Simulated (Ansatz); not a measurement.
Predict the output of the script below (the Python package of Ansatz (0.2.0)).

Script `scan.py`:
```python
"""Stretching a bond of GeH6S2Si, the rest held rigid."""

import warnings

import ansatz as az
from ase import Atoms
import numpy as np

BASIS = "def2-SVP"
XC = "pbe"

warnings.simplefilter("ignore", az.DeckWarning)

atoms = Atoms(["Si", "S", "Ge", "S", "H", "H", "H", "H", "H", "H"], positions=[
    (1.4775, 0.0049, 0.8469),
    (0.4112, -1.7285, 0.1588),
    (-1.3967, -0.5512, -0.3803),
    (-1.0291, 0.6053, -2.2415),
    (1.7613, 0.8984, -0.2851),
    (2.7505, -0.4184, 1.4487),
    (0.6799, 0.7153, 1.8578),
    (-1.7796, 0.4119, 0.7728),
    (-2.5728, -1.5304, -0.6256),
    (-0.3021, 1.5927, -1.5525),
])
geh6s2si = az.Crystal.molecule_from_ase(atoms)

symbols = [site.symbol for site in geh6s2si.cartesian_sites]
start = np.array([site.position_ang for site in geh6s2si.cartesian_sites])
axis = (start[1] - start[2]) / np.linalg.norm(start[1] - start[2])
moving = [0, 1, 4, 5, 6]
lengths, energies = [1.957, 2.046, 2.135, 2.224, 2.313, 2.402, 2.491, 2.624], []
for length in lengths:
    xyz = start.copy()
    xyz[moving] += (length - np.linalg.norm(start[1] - start[2])) * axis
    point = az.Crystal.molecule()
    for symbol, place in zip(symbols, xyz):
        point = point.atom(symbol, place.tolist())
    calculation = point.calculation()
    calculation = calculation.basis(gaussian=BASIS)
    calculation = calculation.functional(XC)
    calculation = calculation.accuracy("medium")
    data = calculation.run(threads=1, backend="cpu").report
    energies.append(data["free_energy_ev"])
    print(f"r = {length:6.3f} A  E = {energies[-1]:.5f} eV  <S^2> = {abs(data['mean_field']['state']['spin_squared']):.3f}")

# quartic fit about the minimum
fit = np.polynomial.Polynomial.fit(lengths, np.array(energies) - min(energies), 4).convert()
roots = [r.real for r in fit.deriv().roots() if abs(r.imag) < 1e-9 and fit.deriv(2)(r.real) > 0]
r_e = min(roots, key=lambda r: abs(r - lengths[int(np.argmin(energies))]))
print(f"minimum of the fit at {r_e:.4f} A, force constant {fit.deriv(2)(r_e):.2f} eV/A^2")
```

```console
$ python scan.py
r =  1.957 A  E = -86126.32132 eV  <S^2> = 0.000
r =  2.046 A  E = -86126.83806 eV  <S^2> = 0.000
r =  2.135 A  E = -86127.12009 eV  <S^2> = 0.000
r =  2.224 A  E = -86127.23723 eV  <S^2> = 0.000
r =  2.313 A  E = -86127.23981 eV  <S^2> = 0.000
r =  2.402 A  E = -86127.16403 eV  <S^2> = 0.000
r =  2.491 A  E = -86127.03603 eV  <S^2> = 0.000
r =  2.624 A  E = -86126.78705 eV  <S^2> = 0.000
minimum of the fit at 2.2678 A, force constant 11.92 eV/A^2
```

Notes:
- The settings weren't tested for convergence.
- The rest of the molecule is held rigid at a force-field or estimated start geometry, and the basis set is modest; single-reference methods fail as a bond breaks.
- The orbitals are restricted, so S² is zero by construction.
- Finished in 25 s on 1 thread of Arm Neoverse V2, on a shared host, peak memory 0.24 GiB.
